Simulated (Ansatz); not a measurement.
Geometry optimisation, DFT PBE, scalar-relativistic, plane waves, PAW in Ansatz 0.2.0.

input.yaml

```yaml
crystal:
  lattice:
    - [6.3, 0.0, 0.0]
    - [0.0, 6.3, 0.0]
    - [0.0, 0.0, 6.3]
  atoms:
    - { symbol: Mo, position: [0.0, 0.0, 0.0] }
    - { symbol: Mo, position: [0.5, 0.0, 0.0] }
    - { symbol: Mo, position: [0.0, 0.5, 0.0] }
    - { symbol: Mo, position: [0.0, 0.0, 0.5] }
    - { symbol: Mo, position: [0.25, 0.25, 0.25] }
    - { symbol: Mo, position: [0.5, 0.5, 0.0] }
    - { symbol: Mo, position: [0.5, 0.0, 0.5] }
    - { symbol: Mo, position: [0.75, 0.25, 0.25] }
    - { symbol: Mo, position: [0.0, 0.5, 0.5] }
    - { symbol: Mo, position: [0.25, 0.75, 0.25] }
    - { symbol: Mo, position: [0.25, 0.25, 0.75] }
    - { symbol: Mo, position: [0.5, 0.5, 0.5] }
    - { symbol: Mo, position: [0.75, 0.75, 0.25] }
    - { symbol: Mo, position: [0.75, 0.25, 0.75] }
    - { symbol: Mo, position: [0.25, 0.75, 0.75] }
    - { symbol: Mo, position: [0.75, 0.75, 0.75] }
    - { symbol: Na, position: [0.2497709, 0.5146048, 0.6088578] }
basis:
  ecutwfc: 420.0
kpoints:
  mp_grid: { grid: [3, 3, 3] }
hamiltonian:
  xc: pbe
scf:
  occupations: { method: gaussian, width: 0.05 }
  lower_state_search: "off"
relax:
  f_tol: 0.03
  max_steps: 60
  adjacent_minimum: "off"
output:
  write_density: true
  write_potential: true
  elf: true
  volumetric_format: npy
```

Command:

```bash
$ ansatz run input.yaml --threads 4 --pin off --max-ram 10240MiB --backend cpu --events-out ev --progress --plain --runs-dir out
```

Question: Where does it end, and by what steps?

Answer: The forces met the threshold. Limits of this set-up: coarse k mesh, a small cell, in which the defect meets its images, a typed lattice constant that wasn't relaxed here. After 7 steps the energy has fallen by 12.839 eV; Mo9 moved furthest, 0.45 Å. The start is strongly strained (largest force component 18 eV/Å).

| step | energy less start (eV) | largest force component (eV/Å) | accepted |
| --- | --- | --- | --- |
| 0 | 0.0000 | 18.356 | yes |
| 1 | -9.3080 | 7.176 | yes |
| 2 | -12.4258 | 1.801 | yes |
| 3 | -12.7035 | 0.644 | yes |
| 4 | -12.7406 | 0.858 | yes |
| 5 | -12.8183 | 0.206 | yes |
| 6 | -12.8387 | 0.036 | yes |
| 7 | -12.8392 | 0.011 | yes |

```xyz
17
Lattice="6.3000 0.0000 0.0000 0.0000 6.3000 0.0000 0.0000 0.0000 6.3000" Properties=species:S:1:pos:R:3
Mo -0.090 0.005 0.082
Mo 3.239 0.004 0.082
Mo 0.008 3.156 -0.026
Mo -0.012 0.006 3.126
Mo 1.575 1.589 1.588
Mo 3.142 3.156 -0.026
Mo 3.162 0.006 3.126
Mo 4.725 1.491 1.481
Mo -0.374 3.157 2.900
Mo 1.575 4.723 1.590
Mo 1.575 1.206 4.966
Mo 3.524 3.157 2.900
Mo 4.725 4.820 1.481
Mo 4.725 1.569 4.737
Mo 1.575 5.104 4.960
Mo 4.725 4.743 4.737
Na 1.575 3.152 3.931
```

Whether the end is a true minimum wasn't checked by a vibrational analysis.

Run time: 69 s on 4 threads of Intel(R) Xeon(R) Platinum 8488C (Sapphire Rapids), on a shared host, peak memory 1.4 GiB.
